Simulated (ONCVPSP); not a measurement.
# Pseudopotential generation for bromine: ONCV, LDA (Perdew-Zunger)

Do these settings give a usable potential? It is generated, then checked for transferability, scattering, ghosts and hardness.

The numbers are computed with ONCVPSP 4.0.1 (LDA (Perdew-Zunger), scalar-relativistic, spin-unpolarised reference atom).

## Step 1: The atom and the settings

The settings as typed:

```
element                 : bromine (Br, Z = 35)
type                    : optimised norm-conserving Vanderbilt (ONCV)
frozen core             : [Ne]
valence charge          : 25
reference configuration : 3s2 3p6 3d10 4s1.5 4p5.5
partial waves           : 3s+4s: rc 0.75 bohr, ncon 4, nbas 8, qcut 12.1 1/bohr, 2 projectors; 3p+4p: rc 0.80 bohr, ncon 5, nbas 10, qcut 21.3 1/bohr, 2 projectors; 3d: rc 0.50 bohr, ncon 4, nbas 7, qcut 16.1 1/bohr, 2 projectors, debl 0.4 Ha
local potential         : polynomial inside 0.45 bohr (lpopt 5, dvloc0 0 Ha)
core correction         : Teter function fitted to the true core (icmod 2), fcfact 0.55
```

An earlier all-electron run gives the scale for the radii.

All-electron outer shells of the reference configuration (LDA (Perdew-Zunger), scalar-relativistic, ld1.x):

| shell | level (eV) | outermost node (bohr) | outermost maximum (bohr) |
| --- | --- | --- | --- |
| 2s | -1731.34 | 0.06 | 0.16 |
| 2p | -1528.64 | – | 0.13 |
| 3s | -237.99 | 0.23 | 0.48 |
| 3p | -173.99 | 0.21 | 0.48 |
| 3d | -67.77 | – | 0.43 |
| 4s | -20.73 | 0.67 | 1.41 |
| 4p | -8.31 | 0.70 | 1.66 |

## Step 2: Generating the potential

Contents of Br.dat:

```
# ATOM AND REFERENCE CONFIGURATION
# atsym  z   nc   nv     iexc    psfile
  Br 35.00    3    5        3      upf
#
#   n    l    f
    1    0    2.00
    2    0    2.00
    2    1    6.00
    3    0    2.00
    3    1    6.00
    3    2   10.00
    4    0    1.50
    4    1    5.50
#
# PSEUDOPOTENTIAL AND OPTIMIZATION
# lmax
    2
#
#   l,   rc,      ep,       ncon, nbas, qcut
    0    0.75    0.00    4    8   12.10
    1    0.80    0.00    5   10   21.30
    2    0.50    0.00    4    7   16.10
#
# LOCAL POTENTIAL
# lloc, lpopt,  rc(5),   dvloc0
    4    5    0.45    0.00
#
# VANDERBILT-KLEINMAN-BYLANDER PROJECTORs
# l, nproj, debl
    0    2    2.80
    1    2    0.40
    2    2    0.40
#
# MODEL CORE CHARGE
# icmod, fcfact, rcfact
    2    0.55    1.20
#
# LOG DERIVATIVE ANALYSIS
# epsh1, epsh2, depsh
  -10.00    5.00    0.04
#
# OUTPUT GRID
# rlmax, drl
    6.00    0.01
#
# TEST CONFIGURATIONS
# ncnf
    4
# nvcnf
#   n    l    f
    5
    3    0    2.00
    3    1    6.00
    3    2   10.00
    4    0    2.00
    4    1    5.00
#
    5
    3    0    2.00
    3    1    6.00
    3    2   10.00
    4    0    2.00
    4    1    4.00
#
    5
    3    0    2.00
    3    1    6.00
    3    2   10.00
    4    0    2.00
    4    1    3.00
#
    5
    3    0    2.00
    3    1    6.00
    3    2    9.00
    4    0    2.00
    4    1    5.00
#
```

On the command line:

```bash
$ oncvpsp.x < Br.dat > Br.out
```

What does the calculation give? Wanted: cutoffs for 1 and 0.1 mHa per electron, occupied waves; bound ghosts; GHOST(+) flags; largest test error; largest phase difference near zero energy, channels read; rms error of d²Exc/dn², without and with the model core; projector energies reset by the program.

As calculated:

| quantity | value |
| --- | --- |
| cutoffs for 1 and 0.1 mHa per electron, occupied waves | 725 Ha and 989 Ha |
| bound ghosts | none found |
| GHOST(+) flags | s at 697 eV |
| largest test error (AE − PS) | +19 meV, for 3s2 3p6 3d9 4s2 4p5 |
| largest phase difference near zero energy, channels read | 0.000 rad |
| rms error of d²Exc/dn², without and with the model core | 2.83 and 1.32 mHa |
| projector energies reset by the program | d: -2.491, 0.250 Ha |

**Reading.** The worst unpolarised test, 3s2 3p6 3d9 4s2 4p5, is off by 19 meV on 72.6 eV; by total energies transferability rates as good. It counts as very hard, with 725 Ha needed at the looser tolerance. At the looser tolerance the 3d wave is the slowest; 3p needs 135 Ha. No bound ghost shows below the valence levels. Near zero energy the phases of the channels with partial waves agree within 0.001 rad. The program also flags highly localised states, GHOST(+) (s). These are tests on the free atom; a crystal test is still owed.
